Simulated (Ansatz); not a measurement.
# C₃H₃F₃O: a ladder of functionals and wavefunction methods

One table from this session's results is given with a row withheld; the runs are named, their logs left out.

Computed with Ansatz 0.2.0, Gaussian basis. Level: functionals in def2-TZVPP, the program's frozen cores in correlated methods.

Levels to be run: LDA (SPW92), PBE-D4, revPBE-D4, BLYP-D4, r2SCAN-D4, B97M-V, PBE0-D4, B3LYP-D4, r2SCANh-D4, r2SCAN0-D4, HSE06-D4, BHLYP-D4, CAM-B3LYP-D4, LC-ωPBE, ωB97X-V, ωB97M-V, B2PLYP, PBE-QIDH; CCSD(T)/def2-SVP; CCSD(T)/def2-TZVPP; MP2/def2-QZVPP; extrapolation to the limit; RPA on PBE.

### The relaxed structure

The geometry comes from an earlier relaxation with PBE0-D4 in a triple-zeta def2 set; it is a stationary point, not always the lowest conformer.

10 atoms, charge 0, spin multiplicity 1.

Atoms are counted from 1 here; the program's logs count them from 0.

Bond lengths: O1–C2 1.197 Å, C2–C3 1.511 Å, C2–H8 1.108 Å, C3–C4 1.505 Å, C3–H9 1.095 Å, C3–H10 1.090 Å, C4–F5 1.341 Å, C4–F6 1.336 Å, C4–F7 1.339 Å. Angles: O1–C2–C3 122.7°, O1–C2–H8 121.4°, C3–C2–H8 115.9°, C2–C3–C4 113.1°, C2–C3–H9 108.2°, C2–C3–H10 109.8°, C4–C3–H9 107.4°, C4–C3–H10 109.8°, H9–C3–H10 108.5°, C3–C4–F5 111.5°, C3–C4–F6 111.4°, C3–C4–F7 111.5°, F5–C4–F6 107.5°, F5–C4–F7 107.2°, F6–C4–F7 107.5°.

Set-up of the first run:

Contents of in.yaml:

```yaml
crystal:
  periodic: [false, false, false]
  atoms:
    - {symbol: O, position_ang: [-2.075183, -0.018956, -1.339160]}
    - {symbol: C, position_ang: [-0.903791, 0.040373, -1.102047]}
    - {symbol: C, position_ang: [-0.363530, 0.411715, 0.259175]}
    - {symbol: C, position_ang: [0.896766, -0.330467, 0.615801]}
    - {symbol: F, position_ang: [1.881106, -0.075485, -0.258559]}
    - {symbol: F, position_ang: [1.338875, 0.012728, 1.828745]}
    - {symbol: F, position_ang: [0.702332, -1.655038, 0.617045]}
    - {symbol: H, position_ang: [-0.145724, -0.149985, -1.887919]}
    - {symbol: H, position_ang: [-0.122968, 1.480041, 0.251259]}
    - {symbol: H, position_ang: [-1.124683, 0.233873, 1.018661]}
basis:
  gaussian: {orbitals: def2-TZVPP}
hamiltonian: {xc: lda}
output: {orbitals: {seedname: orbitals}}
```

Steps of the session up to this table: LDA; PBE-D4 (GGA); revPBE-D4 (GGA); BLYP-D4 (GGA); r2SCAN-D4 (meta-GGA); B97M-V (meta-GGA); PBE0-D4 (hybrid); B3LYP-D4 (hybrid); r2SCANh-D4 (hybrid); r2SCAN0-D4 (hybrid); HSE06-D4 (hybrid); BHLYP-D4 (hybrid); CAM-B3LYP-D4 (range-separated); LC-ωPBE-D4 (range-separated; the results give it without D4); ωB97X-V (range-separated); ωB97M-V (range-separated); B2PLYP (double hybrid); PBE-QIDH (double hybrid).

One table of the session follows, with a row left open; its other results are not shown here.

It belongs to the step «Frontier levels by functional». 

| functional | HOMO (eV) | gap (eV) |
| --- | --- | --- |
| LDA (SPW92) | -6.61 | 3.75 |
| PBE-D4 | -6.45 | 3.89 |
| revPBE-D4 | -6.38 | 3.93 |
| BLYP-D4 | -6.39 | 3.94 |
| r2SCAN-D4 | -6.79 | 4.45 |
| B97M-V | -6.96 | 4.75 |
| PBE0-D4 | -8.12 | 6.74 |
| B3LYP-D4 | -7.89 | 6.22 |
| r2SCANh-D4 | -7.42 | 5.51 |
| r2SCAN0-D4 | -8.36 | 7.11 |
| HSE06-D4 | ? | ? |
| BHLYP-D4 | -9.77 | 9.65 |
| CAM-B3LYP-D4 | -9.62 | 9.46 |
| LC-ωPBE | -10.90 | 12.06 |
| ωB97X-V | -10.59 | 11.66 |
| ωB97M-V | -10.54 | 11.51 |

**Question.** Estimate the row for HSE06-D4.

As computed: HOMO (eV): -7.71; gap (eV): 5.94. In the column «HOMO (eV)» it lies between B3LYP-D4 (-7.89) and r2SCANh-D4 (-7.42).
